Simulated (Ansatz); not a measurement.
The system is GdO.

```
Gd O
1.0
     2.80181    0.00000    0.00000
     0.00000    2.80181    0.00000
     0.00000    0.00000    2.80181
Gd O
1 1
Direct
  0.00000 0.00000 0.00000
  0.50000 0.50000 0.50000
```

The cell comes from a database or a generator and needn't be the stable form of this composition.

Program: Ansatz 0.2.0. Alike in all runs: task band structure; potentials or basis Ansatz PAW; cell as given; k mesh 9 × 9 × 9; smearing fermi-dirac 0.05 eV. Hardware: 2 threads of Arm Neoverse V2, with other jobs on the host.

**Question.** Order these runs on this cell by their wall time, lowest first.
A. level r2SCAN; spin non-collinear, ferromagnetic start, SOC; cutoff (eV) 500
B. level r2SCAN; spin collinear, ferromagnetic start; cutoff (eV) 500
C. level PBE; spin collinear, ferromagnetic start; cutoff (eV) 420

**Answer.** C (3 s), B (6.7 s), A (57 s).

Caveats: a cell with one magnetic atom can't hold antiferromagnetic order, which such compounds often take; the magnetic or orbital state may not be the lowest (some runs).

Not every run made on this cell is shown here.
